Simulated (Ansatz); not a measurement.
## CuSn3 in Ansatz: the effect of functional

The system is CuSn3.

```
Sn Cu
1.0
    -2.28383    2.28383    4.96623
     2.28383   -2.28383    4.96623
     2.28383    2.28383   -4.96623
Sn Cu
3 1
Direct
  0.50000 0.50000 0.00000
  0.25000 0.75000 0.50000
  0.75000 0.25000 0.50000
  0.00000 0.00000 0.00000
```

The cell comes from a database or a generator and needn't be the stable form of this composition.

The cell isn't the ideal one: volume scaled by 1.06.

Alike in all runs:

- Program: Ansatz 0.2.0
- Task: single point
- Potentials or basis: Ansatz PAW
- k mesh: 8 × 8 × 8
- Occupations: fermi-dirac, width 0.05 eV
- Spin: no spin polarisation

Task: One run gave: pressure -5.0 GPa. Which functional did it use?
A. LDA
B. PBE
C. r2SCAN

Result: C.

| functional | cutoff | pressure (GPa) |
| --- | --- | --- |
| LDA | 420 eV (not typed: the program's choice for these potentials) | -7.7 |
| r2SCAN | 500 eV (not typed: the program's choice for these potentials) | -5.0 |
| PBE | 420 eV (not typed: the program's choice for these potentials) | -3.5 |

Caveats: the PAW data sets come from PBE, with cores solved anew for the run's functional, which leaves a small shift of forces and pressure (some runs).
